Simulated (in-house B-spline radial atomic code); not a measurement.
# Os⁶²⁺: ionisation energy by several methods

Aim: the ionisation energy of Os⁶²⁺ by several methods, each as the difference of two self-consistent energies (Os⁶²⁺ and the next ion, [Ne] 3s2 3p1).

Method: Dirac-Coulomb, several functionals; spherical all-electron atom at the radial basis limit. Code: in-house B-spline radial atomic code version 1.

## 1. Starting point

| Item | Value |
| --- | --- |
| element | osmium (Z = 76) |
| charge | +62 |
| electrons | 14 |
| configuration | [Ne] 3s2 3p2 |
| nucleus | Fermi, rms radius 5.413 fm |

Outer shells as boxes (Hund's rule):

[Ne] 3s2 3p2
```
[Ne] core
3s [↑↓]
3p [↑ ][↑ ][  ]
```

The boxes only draw the filling; these runs are spin-restricted and spherical.

## 2. PBEsol

The run's settings:

```ini
Z = 76
electrons = 14.0
configuration = [Ne] 3s2 3p2
hamiltonian = dirac
method = pbesol
spin_polarised = False
nucleus = fermi
rms_radius = 5.4126
mass_number = 192
atomic_mass = 191.961478765
speed_of_light = 137.035999084
```

## 3. PW91

Settings: those of step 2 with these lines changed.

```diff
@@ -4,3 +4,3 @@
 hamiltonian = dirac
-method = pbesol
+method = pw91,pw91
 spin_polarised = False
```

Before running: The tabulated ionisation energy is 7039 ± 15 eV (tabulated theoretical; NIST Atomic Spectra Database). What does each method give, and which comes nearest?

**Answer**, as computed:

| method | rung | total energy (hartree) | ΔSCF (eV) | with Breit, QED, recoil (eV) | −ε highest (eV) | corrected ΔSCF less tabulated (eV) |
| --- | --- | --- | --- | --- | --- | --- |
| PBEsol | GGA | -12807.3659 | 6785.07 | 6776.48 | 6579.55 (3p3/2) | -262.52 |
| PW91 | GGA | -12812.6941 | 6787.10 | 6778.51 | 6581.39 (3p3/2) | -260.49 |

What this shows: Against the tabulated ionisation energy, 7039 ± 15 eV (tabulated theoretical; NIST Atomic Spectra Database), the best here is PW91 (-260.49 eV) and the worst PBEsol (-262.52 eV, or 3.7 %). All methods miss on the same side by much the same amount, which points to something that they share. Open shells are averaged (over orientations, and over spins where the run is restricted), while tables refer to the lowest levels. For the semilocal functionals minus the highest level recovers only 97 % of their own ΔSCF value, a mark of self-interaction.

Members of this set that are not shown: 2 used exact exchange with fractional occupations of an open shell, which is unsound here.
